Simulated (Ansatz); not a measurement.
Geometry optimisation, Ansatz 0.2.0, DFT PBE, scalar-relativistic, plane waves, PAW.

Input:

```yaml
crystal:
  lattice:
    - [7.14, 0.0, 0.0]
    - [0.0, 7.14, 0.0]
    - [0.0, 0.0, 7.14]
  atoms:
    - { symbol: C, position: [0.497214, -0.0009903, -0.0040873] }
    - { symbol: C, position: [0.6188666, 0.1172706, 0.1296923] }
    - { symbol: C, position: [0.7433023, 0.249854, 0.0077522] }
    - { symbol: C, position: [0.8697062, 0.3733081, 0.1231802] }
    - { symbol: C, position: [0.7496813, 0.0041601, 0.2425581] }
    - { symbol: C, position: [0.8710253, 0.125826, 0.3806935] }
    - { symbol: C, position: [0.0021755, -0.0020824, -0.0028685] }
    - { symbol: C, position: [0.1218829, 0.1220828, 0.1241136] }
    - { symbol: C, position: [0.2483718, 0.2531152, -0.0025263] }
    - { symbol: C, position: [0.3771192, 0.372768, 0.1217714] }
    - { symbol: C, position: [0.4949881, 0.5026513, -0.0076089] }
    - { symbol: C, position: [0.6300568, 0.616199, 0.128408] }
    - { symbol: C, position: [0.7545872, 0.750053, -0.000808] }
    - { symbol: C, position: [0.8704051, 0.8817085, 0.1146849] }
    - { symbol: C, position: [0.2473778, 0.002259, 0.2467593] }
    - { symbol: C, position: [0.3710251, 0.1226108, 0.3758825] }
    - { symbol: C, position: [0.5037497, 0.2465262, 0.2449191] }
    - { symbol: C, position: [0.6246965, 0.3745368, 0.3748026] }
    - { symbol: C, position: [0.7446528, 0.500587, 0.2465657] }
    - { symbol: C, position: [0.8794774, 0.6240104, 0.379137] }
    - { symbol: C, position: [0.4985998, 0.0032402, 0.5023968] }
    - { symbol: C, position: [0.6226563, 0.1181758, 0.6321492] }
    - { symbol: C, position: [0.7567754, 0.2497544, 0.5080332] }
    - { symbol: C, position: [0.870031, 0.3715736, 0.6231518] }
    - { symbol: C, position: [0.7524219, -0.0020965, 0.7472987] }
    - { symbol: C, position: [0.8774412, 0.1335072, 0.8787326] }
    - { symbol: B, position: [-0.00076, 0.5047617, 0.0024595], spin: 1.0 }
    - { symbol: C, position: [0.1235389, 0.6212568, 0.1305239] }
    - { symbol: C, position: [0.2523765, 0.7505841, -0.0022607] }
    - { symbol: C, position: [0.3847699, 0.8758929, 0.1180311] }
    - { symbol: C, position: [0.0003332, 0.246118, 0.2403388] }
    - { symbol: C, position: [0.1316015, 0.3706369, 0.3780003] }
    - { symbol: C, position: [0.2508763, 0.5049487, 0.245553] }
    - { symbol: C, position: [0.3724462, 0.621476, 0.375586] }
    - { symbol: C, position: [0.5000944, 0.7452927, 0.2496516] }
    - { symbol: C, position: [0.6198731, 0.871043, 0.3726799] }
    - { symbol: C, position: [-0.0036704, 0.0063781, 0.5032722] }
    - { symbol: C, position: [0.1319467, 0.1329572, 0.6254712] }
    - { symbol: C, position: [0.2439164, 0.246517, 0.4959439] }
    - { symbol: C, position: [0.3735077, 0.378515, 0.6277628] }
    - { symbol: C, position: [0.5023097, 0.5025789, 0.4964379] }
    - { symbol: C, position: [0.6283029, 0.6194344, 0.6209181] }
    - { symbol: C, position: [0.7482206, 0.7513743, 0.5003082] }
    - { symbol: C, position: [0.8731157, 0.8769985, 0.6238997] }
    - { symbol: C, position: [0.2470749, 0.002716, 0.7494058] }
    - { symbol: C, position: [0.372236, 0.1217992, 0.8718854] }
    - { symbol: C, position: [0.5042619, 0.25357, 0.7554613] }
    - { symbol: C, position: [0.6310157, 0.3757456, 0.8709721] }
    - { symbol: C, position: [0.7564766, 0.5018684, 0.7514554] }
    - { symbol: C, position: [0.8657478, 0.6198173, 0.8670844] }
    - { symbol: C, position: [-0.004052, 0.7603121, 0.2530231] }
    - { symbol: C, position: [0.1284769, 0.8672398, 0.3721281] }
    - { symbol: C, position: [0.0012857, 0.5063524, 0.4972004] }
    - { symbol: C, position: [0.119028, 0.6269014, 0.624883] }
    - { symbol: C, position: [0.2458268, 0.7479673, 0.5006483] }
    - { symbol: C, position: [0.3735482, 0.8748259, 0.6272297] }
    - { symbol: C, position: [-0.0074575, 0.250132, 0.7462782] }
    - { symbol: C, position: [0.2537977, 0.502231, 0.7572484] }
    - { symbol: C, position: [0.3718887, 0.6228801, 0.8778384] }
    - { symbol: C, position: [0.5036714, 0.7469721, 0.7569503] }
    - { symbol: C, position: [0.6271545, 0.8748164, 0.881072] }
    - { symbol: C, position: [0.0017048, 0.7483456, 0.7529993] }
    - { symbol: C, position: [0.1211802, 0.8772406, 0.8742417] }
magnetization:
  spin_polarized: true
total_charge: 2
basis:
  ecutwfc: 420.0
kpoints:
  mp_grid: { grid: [2, 2, 2] }
hamiltonian:
  xc: pbe
  pseudopotentials: { kind: paw, azcp: { folder: soft_1 } }
scf:
  occupations: { method: fermi_dirac, width: 0.02 }
  lower_state_search: "off"
relax:
  f_tol: 0.03
  max_steps: 60
  adjacent_minimum: "off"
output:
  write_density: true
  write_potential: true
  elf: true
  volumetric_format: npy
```

Launched with:

```bash
$ ansatz run input.yaml --threads 4 --pin off --max-ram 10240MiB --backend cpu --events-out ev --progress --plain --runs-dir out
```

Question: Where does it end, and by what steps?

Answer: It converged. Limits of this set-up: coarse k mesh, charged cell in a uniform background, uncorrected. After 5 steps the energy has fallen by 4.241 eV; C9 moved furthest, 0.15 Å.

```csv
step,energy less start (eV),largest force component (eV/Å),accepted
0,0.0000,3.841,yes
1,-3.3334,2.065,yes
2,-4.1828,0.808,yes
3,-4.2363,0.243,yes
4,-4.2404,0.032,yes
5,-4.2405,0.020,yes
```

```xyz
63
Lattice="7.1400 0.0000 0.0000 0.0000 7.1400 0.0000 0.0000 0.0000 7.1400" Properties=species:S:1:pos:R:3
C 3.573 -0.007 0.007
C 4.456 0.885 0.890
C 5.343 1.776 0.002
C 6.230 2.635 0.904
C 5.352 -0.006 1.782
C 6.244 0.885 2.678
C -0.001 -0.004 -0.004
C 0.881 0.902 0.881
C 1.853 1.713 0.072
C 2.663 2.685 0.881
C 3.570 3.568 -0.004
C 4.459 4.460 0.889
C 5.352 5.355 -0.006
C 6.246 6.246 0.888
C 1.791 -0.007 1.789
C 2.672 0.893 2.680
C 3.574 1.774 1.788
C 4.454 2.676 2.680
C 5.352 3.566 1.783
C 6.246 4.460 2.675
C 3.568 -0.001 3.567
C 4.454 0.893 4.462
C 5.347 1.774 3.561
C 6.253 2.685 4.472
C 5.346 -0.008 5.343
C 6.253 0.903 6.254
B -0.067 3.634 0.062
C 0.929 4.475 0.904
C 1.791 5.363 0.002
C 2.680 6.249 0.890
C -0.007 1.777 1.791
C 0.887 2.678 2.674
C 1.791 3.574 1.792
C 2.680 4.461 2.678
C 3.573 5.354 1.783
C 4.461 6.245 2.674
C -0.012 -0.007 3.562
C 0.889 0.907 4.476
C 1.778 1.789 3.568
C 2.659 2.675 4.476
C 3.573 3.579 3.562
C 4.456 4.461 4.454
C 5.352 5.354 3.562
C 6.244 6.249 4.454
C 1.778 0.000 5.357
C 2.659 0.907 6.244
C 3.567 1.789 5.357
C 4.460 2.678 6.247
C 5.343 3.574 5.344
C 6.230 4.475 6.204
C 0.001 5.355 1.783
C 0.889 6.251 2.680
C -0.001 3.568 3.564
C 0.881 4.453 4.471
C 1.791 5.360 3.561
C 2.672 6.251 4.462
C -0.078 1.712 5.281
C 1.853 3.644 5.281
C 2.663 4.453 6.254
C 3.574 5.360 5.343
C 4.454 6.251 6.245
C -0.007 5.363 5.345
C 0.887 6.245 6.247
```

Whether the end is a true minimum wasn't checked by a vibrational analysis.

Run time: 2.1 min on 4 threads of Arm Neoverse V2 (shared host), peak memory 2.1 GiB.
